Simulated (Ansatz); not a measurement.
**F2H4OSSi2: up Jacob's ladder to CCSD(T)**

An exercise on one series of results from a longer session: the logs are not shown, and one member is left open.

Computed with Ansatz 0.2.0, Gaussian basis. Level: functionals in def2-TZVPP, the program's frozen cores in correlated methods.

Levels to be run: PBE-D4, r2SCAN-D4, PBE0-D4, B3LYP-D4, ωB97X-V, ωB97M-V, B2PLYP; CCSD(T)/def2-TZVPP; MP2/def2-QZVPP; extrapolation to the limit.

## Structure used throughout

An earlier PBE0-D4 in a triple-zeta def2 set relaxation fixed the geometry.

SMILES `O[SiH](F)S[SiH2]F`, 10 atoms, charge 0, spin multiplicity 1.

Atoms are counted from 1 here; the program's logs count them from 0.

Bond lengths: O1–Si2 1.620 Å, O1–H7 0.961 Å, Si2–F3 1.593 Å, Si2–S4 2.138 Å, Si2–H8 1.469 Å, S4–Si5 2.118 Å, Si5–F6 1.610 Å, Si5–H9 1.476 Å, Si5–H10 1.477 Å. Angles: Si2–O1–H7 118.3°, O1–Si2–F3 110.0°, O1–Si2–S4 112.6°, O1–Si2–H8 108.6°, F3–Si2–S4 107.7°, F3–Si2–H8 109.0°, S4–Si2–H8 108.9°, Si2–S4–Si5 98.2°, S4–Si5–F6 108.9°, S4–Si5–H9 112.9°, S4–Si5–H10 107.2°, F6–Si5–H9 106.1°, F6–Si5–H10 108.7°, H9–Si5–H10 112.8°.

Set-up of the first run:

The input, in.yaml:

```yaml
crystal:
  periodic: [false, false, false]
  atoms:
    - {symbol: O, position_ang: [-1.430939, 0.359011, 1.484083]}
    - {symbol: Si, position_ang: [-1.220599, -0.860108, 0.438694]}
    - {symbol: F, position_ang: [-1.831105, -0.471181, -0.980598]}
    - {symbol: S, position_ang: [0.839953, -1.349392, 0.148981]}
    - {symbol: Si, position_ang: [1.459088, 0.468587, -0.742957]}
    - {symbol: F, position_ang: [0.982367, 1.694330, 0.185776]}
    - {symbol: H, position_ang: [-0.836896, 1.112699, 1.431080]}
    - {symbol: H, position_ang: [-1.921929, -2.044208, 0.952194]}
    - {symbol: H, position_ang: [0.849563, 0.696445, -2.068038]}
    - {symbol: H, position_ang: [2.935599, 0.454516, -0.786014]}
basis:
  gaussian: {orbitals: def2-TZVPP}
hamiltonian: {xc: pbe, dispersion: d4}
output: {forces: true, orbitals: {seedname: orbitals}}
```

The run is started by

```sh
ansatz run in.yaml --threads 4 --pin off --events-out ev --progress --plain --max-ram 10444MiB
```

Among the steps run: PBE-D4 (GGA); r2SCAN-D4 (meta-GGA); PBE0-D4 (hybrid); B3LYP-D4 (hybrid); ωB97X-V (range-separated); ωB97M-V (range-separated); B2PLYP (double hybrid); CCSD(T) in def2-TZVPP; MP2 in def2-QZVPP.

One table of the session follows, with a row left open; its other results are not shown here.

It belongs to the step «Atomisation energies». 

```
            method  atomisation energy (eV)
            PBE-D4                   38.992
         r2SCAN-D4                   38.914
           PBE0-D4                   38.258
          B3LYP-D4                   38.465
           ωB97X-V                   39.034
           ωB97M-V                   38.971
            B2PLYP                   38.224
     HF/def2-TZVPP                   28.418
    MP2/def2-TZVPP                   38.879
   CCSD/def2-TZVPP                   37.140
CCSD(T)/def2-TZVPP                   37.742
           MP2/CBS                   40.201
       CCSD(T)/CBS                        ?
```

Estimate the missing values for CCSD(T)/CBS.

The run gave: atomisation energy (eV): 39.064. In the column «atomisation energy (eV)» it lies between ωB97X-V (39.034) and MP2/CBS (40.201).

To keep in mind: Free atoms (1 O, 2 Si, 2 F, 1 S, 4 H) were run apart at each level; the atomisation energy is their sum less the molecule, without zero-point or spin-orbit terms.
